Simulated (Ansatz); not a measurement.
# WSi+ (quartet): relaxing a cheap start

Where does this start of WSi+ (quartet) end when it is relaxed?

Program: Ansatz 0.2.0, Gaussian basis. Level of theory: UKS PBE0/def2-TZVP. These are calculated values, not measurements.

**1. Starting geometry**

2 atoms, charge 1, spin multiplicity 4.

Atoms are counted from 1 here; the program's logs count them from 0.

Bond lengths: W1–Si2 2.560 Å.

The start is set by covalent radii. Sticks and bond lists go by distance. No spin-orbit coupling is included. Elements past krypton take def2 core potentials.

**2. Relaxation**

Input file in.yaml:

```yaml
crystal:
  periodic: [false, false, false]
  atoms:
    - {symbol: W, position_ang: [0.000000, 0.000000, 0.000000]}
    - {symbol: Si, position_ang: [0.000000, 0.000000, 2.560000]}
basis:
  gaussian: {orbitals: def2-TZVP}
total_charge: 1
magnetization: {spin_polarized: true, initial_magnetization: 3}
hamiltonian: {xc: pbe0}
relax: {f_tol: 0.004, max_steps: 80}
```

Command:

```bash
ansatz run in.yaml --threads 1 --pin off --events-out ev --progress --plain --max-ram 2176MiB
```

What does the calculation give? Wanted: energy gained; shift from the start; total energy; ⟨S²⟩.

The runs gave:

| quantity | value |
| --- | --- |
| steps | 4 |
| energy gained | 0.178 eV |
| shift from the start (rms) | 0.101 Å |
| total energy | -9687.1799 eV |
| ⟨S²⟩ | 4.299 |

In words: The bonds of the start are those of the end. W1–Si2 went from 2.560 to 2.358 Å. The determinant is spin-contaminated (excess 0.55). No vibrations were run, so this is a stationary point, not a proven minimum, and this spin need not be the ground state's.
